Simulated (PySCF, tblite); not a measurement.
# C₅H₁₁NOSi₂: geometry, infrared bands and NMR shifts

Aim: predict the infrared bands and NMR shifts of C₅H₁₁NOSi₂ (`C=C[Si@](N)(C#CC)[SiH2]O`).

Computed with tblite 0.8.0 and PySCF 2.14.0, with density-fitted response routines of our own, on a single molecule in the gas phase. Atoms count from 0, in the outputs and in this text.

## Step 1: The molecule as given

20 atoms, charge 0, multiplicity 1; geometry from: force field or distance geometry start.

Bonds of the start (Å): C0–C1 1.33, C1–Si2 1.86, Si2–N3 1.71, Si2–C4 1.86, C4–C5 1.20, C5–C6 1.47, Si2–Si7 2.38, Si7–O8 1.67, C0–H9 1.09, C0–H10 1.09, C1–H11 1.07, N3–H12 1.02, N3–H13 1.03, C6–H14 1.09, C6–H15 1.08, C6–H16 1.10, Si7–H17 1.49, Si7–H18 1.48, O8–H19 0.98.

## Step 2: Relaxing the molecule with GFN2-xTB

What the job is given:

```
{"job": {"kind": "relax", "xc": "GFN2-xTB", "basis": "xTB"}, "charge": 0, "multiplicity": 1}
C     -2.165700     2.253800     0.505600
C     -1.238500     1.603200    -0.194900
Si    -0.465800    -0.026600     0.240100
N     -0.709300    -0.273300     1.911600
C      1.368400    -0.030700    -0.067200
C      2.551100    -0.029300    -0.265100
C      4.002400    -0.022500    -0.495300
Si    -1.510400    -1.750000    -1.031000
O     -3.029000    -2.067700    -0.417800
H     -2.552600     3.214100     0.161900
H     -2.602600     1.867200     1.427400
H     -0.850000     2.030400    -1.099900
H     -0.358700     0.543400     2.414600
H     -0.095000    -1.043500     2.210400
H      4.441900    -0.970500    -0.187500
H      4.224500     0.135000    -1.538000
H      4.485700     0.774100     0.085700
H     -0.715400    -3.004600    -0.914200
H     -1.628600    -1.365100    -2.459400
H     -3.157400    -1.826700     0.521900
```

Run with:

```sh
> OMP_NUM_THREADS=1 python probes_run.py task.json out
```

The driver reads the jobs from task.json and runs them one after another.

**Question.** This job is followed by: GFN2-xTB harmonic vibrations, gas phase; GIAO PBE0/pcSseg-1 NMR shielding, non-relativistic, gas phase. What will the session give for the following? strongest single infrared mode (GFN2-xTB); zero-point energy (GFN2-xTB); 13C shifts against TMS (PBE0/pcSseg-1); 1H shifts against TMS (PBE0/pcSseg-1, means over atoms taken as alike); 29Si shifts against TMS (PBE0/pcSseg-1); 15N shifts against NH3 (PBE0/pcSseg-1); 17O shifts against H2O (PBE0/pcSseg-1); surface potential, 1st and 99th percentile.

The runs gave:

```
                                                              quantity                                               value
                             strongest single infrared mode (GFN2-xTB)                                799 cm⁻¹, 529 km/mol
                                          zero-point energy (GFN2-xTB)                                       90.3 kcal/mol
                                13C shifts against TMS (PBE0/pcSseg-1)                  144.7, 140.3, 112.2, 89.1, 5.9 ppm
1H shifts against TMS (PBE0/pcSseg-1, means over atoms taken as alike)  6.48, 6.40, 6.20, 5.41, 5.12, 1.99, 0.41, 0.37 ppm
                               29Si shifts against TMS (PBE0/pcSseg-1)                                    -33.5, -50.1 ppm
                                15N shifts against NH3 (PBE0/pcSseg-1)                                            14.5 ppm
                                17O shifts against H2O (PBE0/pcSseg-1)                                            -6.9 ppm
                                 surface potential, 1st and 99th percentile                                  -1.55 V and 1.69 V
```

Relaxing lowered the energy by 0.342 eV in 91 steps; the close pair that moved most is Si2–Si7, from 2.383 to 2.306 Å. No mode is imaginary among the 54: a minimum at this level. The strongest single mode, at 799 cm⁻¹, is spread over many atoms; the largest shares are those of H17, H18. Unscaled tight-binding wavenumbers are off by several per cent, some by more. Its intensities can rank the bands wrongly. The most deshielded carbon is C1 (alkene CH), at 144.7 ppm: an sp2 carbon of a C=C bond. By nearest atom (PBE0/pcSseg-1), the HOMO sits on C4, C5 about 18 % each; Si2, Si7 about 13 % each and the LUMO on C0, C1 about 14 % each; Si2 14 %.
